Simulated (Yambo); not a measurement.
# NiO (Fm-3m) in Yambo: notebook, part 2 of 2

Yambo 5.3.0.

## (5) Optical spectrum, PBEsol, collinear spin, ferromagnetic start

File optics4.in:

```
optics
chi
Chimod= "HARTREE"
% BndsRnXd
 1 | 27 |
%
NGsBlkXd= 4 Ry
% LongDrXd
 0 | 1 | 0 |
%
% QpntsRXd
 1 | 1 |
%
% EnRngeXd
 0 | 30 | eV
%
% DmRngeXd
 0.1 | 0.1 | eV
%
ETStpsXd= 150
```

File scf.in:

```
&CONTROL
  calculation = 'scf'
  prefix = 'pwscf'
  outdir = './tmp'
  pseudo_dir = './pseudo'
/
&SYSTEM
  ibrav = 0
  nat = 2
  ntyp = 2
  ecutwfc = 98
  nbnd = 22
  occupations = 'smearing'
  smearing = 'fd'
  degauss = 0.00367493
  nspin = 2
  starting_magnetization(1) = 0.0556
  starting_magnetization(2) = 0
  force_symmorphic = .true.
/
&ELECTRONS
  conv_thr = 4d-10
  electron_maxstep = 120
  mixing_beta = 0.3
/
ATOMIC_SPECIES
Ni    58.6934 Ni.upf
O     15.9990 O.upf
CELL_PARAMETERS angstrom
   0.0000000000    2.0859016414    2.0859016414
   2.0859016414    0.0000000000    2.0859016414
   2.0859016414    2.0859016414    0.0000000000
ATOMIC_POSITIONS crystal
Ni     0.0000000000    0.0000000000    0.0000000000
O      0.5000000000    0.5000000000    0.5000000000
K_POINTS automatic
12 12 12 0 0 0
```

File nscf.in:

```
&CONTROL
  calculation = 'nscf'
  prefix = 'pwscf'
  outdir = './tmp'
  pseudo_dir = './pseudo'
/
&SYSTEM
  ibrav = 0
  nat = 2
  ntyp = 2
  ecutwfc = 98
  nbnd = 32
  occupations = 'smearing'
  smearing = 'fd'
  degauss = 0.00367493
  nspin = 2
  starting_magnetization(1) = 0.0556
  starting_magnetization(2) = 0
  force_symmorphic = .true.
/
&ELECTRONS
  conv_thr = 1d-08
  diago_full_acc = .true.
  diago_thr_init = 1d-06
/
ATOMIC_SPECIES
Ni    58.6934 Ni.upf
O     15.9990 O.upf
CELL_PARAMETERS angstrom
   0.0000000000    2.0859016414    2.0859016414
   2.0859016414    0.0000000000    2.0859016414
   2.0859016414    2.0859016414    0.0000000000
ATOMIC_POSITIONS crystal
Ni     0.0000000000    0.0000000000    0.0000000000
O      0.5000000000    0.5000000000    0.5000000000
K_POINTS automatic
12 12 12 0 0 0
```

Potentials or basis: PseudoDojo 0.4.1 SR PBEsol standard.

The run is started by

```sh
OMP_NUM_THREADS=1 pw.x -in scf.in > scf.out
OMP_NUM_THREADS=1 pw.x -in nscf.in > nscf.out
cd tmp/pwscf.save; p2y; mv SAVE ../..; cd ../..
OMP_NUM_THREADS=1 yambo
OMP_NUM_THREADS=1 yambo -F optics4.in -J optics4 -C optics4_out
```

Yambo's report:

```text
[... sections 02.01 to 02.04 as in the set-up run ...]

  [02.05] Energies & Occupations
  ==============================

  [WARNING] Merged spin levels are metallic
  [X] === Spin Independent ===
  [X] Electronic Temperature                        :  0.258606E-1   300.100    [eV K]
  [X] Bosonic    Temperature                        :  0.258606E-1   300.100    [eV K]
  [X] Finite Temperature mode                       : yes
  [X] El. density                                   :  0.13222E+25 [cm-3]
  [X] Fermi Level                                   :  14.50796 [eV]

  [X] === Spin up channel ===
  [X] Conduction Band Min                  [spin UP]:  14.50796 [eV]
  [X] Valence Band Max                     [spin UP]:  14.50796 [eV]
  [X] Filled Bands                         [spin UP]:  11
  [X] Metallic Bands                       [spin UP]:  12  13
  [X] Empty Bands                          [spin UP]:   14   32

  [X] === Spin dn channel ===
  [X] Conduction Band Min                  [spin DN]:  14.50796 [eV]
  [X] Valence Band Max                     [spin DN]:  14.50796 [eV]
  [X] Filled Bands                         [spin DN]:  11
  [X] Metallic Bands                       [spin DN]:  12  13
  [X] Empty Bands                          [spin DN]:   14   32

  [X] === Metallic Characters ===
  [X] N of el / N of met el                [spin UP]:  12.00000   1.10243
  [X] Average metallic occ.                [spin UP]:  0.275607
  [X] N of el / N of met el                [spin DN]:  12.00000   2.20472
  [X] Average metallic occ.                [spin DN]:  0.551180

  [WARNING] [X] Metallic system

  [WARNING] Merged spin levels are metallic

 [03] Transferred momenta grid and indexing
 ==========================================

 IBZ Q-points                                      :   72
 BZ  Q-points                                      :  1728

 K/Q-points units:
 rlu = crystal or reduced units; cc = cartesian coordinates; iku = interal k-units

 Q [ 1]         [rlu]:  0.000000  0.000000  0.000000
 Q [ 2]         [rlu]:  0.37756E-17 -0.31633E-17  0.83333E-01
 Q [ 3]         [rlu]:  0.75513E-17 -0.63265E-17  0.16667
 Q [ 4]         [rlu]:  0.26206E-17  0.26206E-17  0.25000
 Q [ 5]         [rlu]:  0.15103E-16 -0.12653E-16  0.33333
 Q [ 6]         [rlu]:  0.10172E-16  0.10172E-16  0.41667
 Q [ 7]         [rlu]: -0.52412E-17 -0.52412E-17 -0.50000
 Q [ 8]         [rlu]: -0.77161E-17  0.83333E-01  0.83333E-01
 Q [ 9]         [rlu]:  0.20082E-17  0.83333E-01  0.16667
 Q [10]         [rlu]: -0.98613E-17  0.83333E-01  0.25000
 Q [11]         [rlu]:  0.37446E-16  0.83333E-01  0.33333
 Q [12]         [rlu]:  0.80329E-17  0.83333E-01  0.41667
 Q [13]         [rlu]:  0.10695E-16  0.83333E-01  0.50000
 Q [14]         [rlu]:  0.13057E-17  0.83333E-01 -0.41667
 Q [15]         [rlu]:  0.39673E-17  0.83333E-01 -0.33333
[... 33 lines left out ...]
 Q [49]         [rlu]:  0.083333  0.250000  0.333333
 Q [50]         [rlu]:  0.083333  0.250000  0.416667

 Remaining 22 points informations can be written running with -fatlog

 [WARNING] [Xd] User bands 1-27 break level degeneracy

 [04] Dipoles
 ============

  [04.01] Setup: observables and procedures
  =========================================

  [WF-Oscillators/G space/Transverse up loader] Normalization (few states)  min/max  :  0.14675E-16   1.0000

  [WR./optics4//ndb.dipoles]------------------------------------------------------
   Brillouin Zone Q/K grids (IBZ/BZ)                :    72  1728    72  1728
   RL vectors                                       :  2733 [WF]
   Fragmentation                                    : yes
   Electronic Temperature                           :  300.1000 [K]
   Bosonic    Temperature                           :  300.1000 [K]
   DIP band range                                   :   1  27
   DIP band range limits                            :  13  12
   DIP e/h energy range                             : -1.000000 -1.000000 [eV]
   RL vectors in the sum                            :  2733
   [r,Vnl] included                                 : yes
   Bands ordered                                    : yes
   Direct v evaluation                              : no
   Approach used                                    : G-space v
   Dipoles computed                                 : R V P [G-space]
   Wavefunctions                                    : Perdew, Burke & Ernzerhof SOL(X)+Perdew, Burke & Ernzerhof SOL(C)

  [WARNING] [r,Vnl^pseudo] included in position and velocity dipoles.

  [WARNING] In case H contains other non local terms, these are neglected

 [05] Optics
 ===========

 [X-CG] R(p) Tot o/o(of R):    12398   678352      100

 [WARNING] The system is a metal but Drude term not included.
```

o-optics4.eps_q1_inv_rpa_dyson:

```text
# Absorption @ Q(1):   0.00000000      1.00000000      0.00000000    [q->0 direction]
#
# [ X ] Hartree size                              :  27
# [GEN] GF Energies                               : Perdew, Burke & Ernzerhof SOL(X)+Perdew, Burke & Ernzerhof SOL(C)
# [GEN] Green`s Function                          : Retarded
#
# [GEN] Gauge                                     : Length
# [GEN] [r,Vnl] included                          : yes
#
#    E[1] [eV]          Im(eps)            Re(eps)            Im(eps_o)          Re(eps_o)
#
        0.000000           0.229749E-6        104.6427          -0.61743E-15        104.7107
        0.201342           16.72276           46.48722           16.72048           46.55056
        0.402685           45.20721           56.91074           45.18954           56.97186
        0.604027           54.43293           6.270045           54.38400           6.385425
        0.805369           30.79390          -3.870186           30.82074          -3.755619
        1.006711           22.80140          -10.67712           22.87573          -10.60781
[... 142 lines left out ...]
        29.79866           0.890150           0.962443           0.927337           1.018725
        30.00000           0.922483           0.893032           0.980963           0.922746
#
```

Run time: 9 min. Hardware: 1 thread of Arm Neoverse V1, shared host; peak memory 0.76 GiB.

Results:

| Property | Result |
| --- | --- |
| Band gap on the k mesh, mean-field level | none (metal or under the smearing width) |
| Net moment | 0.00 μB per cell |
| Peak of the energy-loss function | 23.6 eV |

Dielectric function (along the field direction of the input):
```
energy (eV)  real part  imaginary part
       0.40      56.91           45.21
       1.01     -10.68           22.80
       1.61      -5.52            8.93
       2.42      -2.21            1.50
       3.02       1.66            0.53
       3.62       2.95            1.53
       4.43       3.53            1.18
       5.03       3.92            2.05
       5.64       3.65            3.33
       6.44       2.18            3.11
       7.05       2.06            3.11
       7.65       1.65            2.78
       8.46       1.14            1.87
       9.06       1.71            1.26
       9.66       2.63            1.46
      10.47       3.41            1.62
      11.07       3.76            4.38
      11.68       1.28            3.45
      12.48       0.69            2.96
      13.09       1.04            2.19
      13.69       0.27            2.04
      14.50       1.13            1.66
      15.10       1.72            2.04
      15.70       1.22            2.69
      16.51       1.19            2.43
      17.11      -0.20            3.52
      17.72      -0.17            2.11
      18.52      -0.25            1.56
      19.13      -0.16            0.97
      19.93       0.36            0.83
```

Energy-loss function:
```tsv
energy (eV)	loss
0.0	0.000
1.2	0.074
2.6	0.885
3.8	0.253
5.2	0.116
6.4	0.215
7.9	0.352
9.1	0.280
10.5	0.114
11.7	0.255
13.1	0.372
14.3	0.450
15.7	0.308
16.9	0.251
18.3	0.556
19.5	0.958
20.9	0.621
22.1	0.925
23.6	1.567
24.8	1.051
26.2	0.841
27.4	0.618
28.8	0.437
30.0	0.560
```

Caveat: the intraband (Drude) term of the metal is left out; the ground state has no gap, which makes the many-body step unreliable; spectra need much finer meshes, so this one isn't converged; these spectra lack excitons; semilocal functionals often make such compounds metallic where correlation or magnetic order opens a gap, which also shifts bond lengths.

## (6) Summary

| direction of the field or of q to 0 | broadening | kernel | top of the energy range | energy points | gap on the mesh (eV) | moment (μB) |
| --- | --- | --- | --- | --- | --- | --- |
| x + y | 0.1 eV | none (independent particles) | 30 eV | 300 | none | 0.00 |
| x + y | 0.05 eV | Hartree (RPA with local fields) | 30 eV | 300 | none | 0.00 |
| x | 0.05 eV | none (independent particles) | 15 eV | 200 | none | 0.00 |
| y | 0.1 eV | Hartree (RPA with local fields) | 30 eV | 150 | none | 0.00 |

Alike in all rows: task optical spectrum; level PBEsol; potentials or basis PseudoDojo 0.4.1 SR PBEsol standard; spin collinear, ferromagnetic start; cell as given; k mesh 12 × 12 × 12; cutoff (eV) 1333; smearing fermi-dirac 0.05 eV.

Every run on the cell as given and a fine mesh finds a metal.

Caveats: the intraband (Drude) term of the metal is left out; the ground state has no gap, which makes the many-body step unreliable; spectra need much finer meshes, so this one isn't converged; semilocal functionals often make such compounds metallic where correlation or magnetic order opens a gap, which also shifts bond lengths; independent-particle spectra lack excitons (some runs); these spectra lack excitons (some runs).

Absolute energies hang on the potentials; compare differences alone.

## (7) How close it comes

Step 2. A measured gap of NiO is 4.3 eV (quoted in “Local correlations, non-local screening, multiplets, and band formation in NiO”, 2012, arxiv:1210.6675); the calculated 0.00 eV misses it by -4.30 eV. So large a miss can be the level of theory's own, or it may mean another phase, state or a wrong row. The value is that of PBEsol on a finite k mesh, which can miss the band edges, without temperature or zero-point motion. Semilocal functionals fall short of measured gaps as a rule.

Step 3. A measured gap of NiO is 4.3 eV (quoted in “Local correlations, non-local screening, multiplets, and band formation in NiO”, 2012, arxiv:1210.6675); the calculated 0.00 eV misses it by -4.30 eV. So large a miss can be the level of theory's own, or it may mean another phase, state or a wrong row. The value is that of PBEsol on a finite k mesh, which can miss the band edges, without temperature or zero-point motion. Semilocal functionals fall short of measured gaps as a rule.

Step 4. A measured gap of NiO is 4.3 eV (quoted in “Local correlations, non-local screening, multiplets, and band formation in NiO”, 2012, arxiv:1210.6675); the calculated 0.00 eV misses it by -4.30 eV. So large a miss can be the level of theory's own, or it may mean another phase, state or a wrong row. The value is that of PBEsol on a finite k mesh, which can miss the band edges, without temperature or zero-point motion. Semilocal functionals fall short of measured gaps as a rule.

Step 5. Measured gap of NiO: 4.3 eV (quoted in “Local correlations, non-local screening, multiplets, and band formation in NiO”, 2012, arxiv:1210.6675). This calculation gives 0.00 eV (-4.30 eV). So large a miss can be the level of theory's own, or it may mean another phase, state or a wrong row. The value is that of PBEsol on a finite k mesh, which can miss the band edges, without temperature or zero-point motion. Semilocal functionals fall short of measured gaps as a rule.
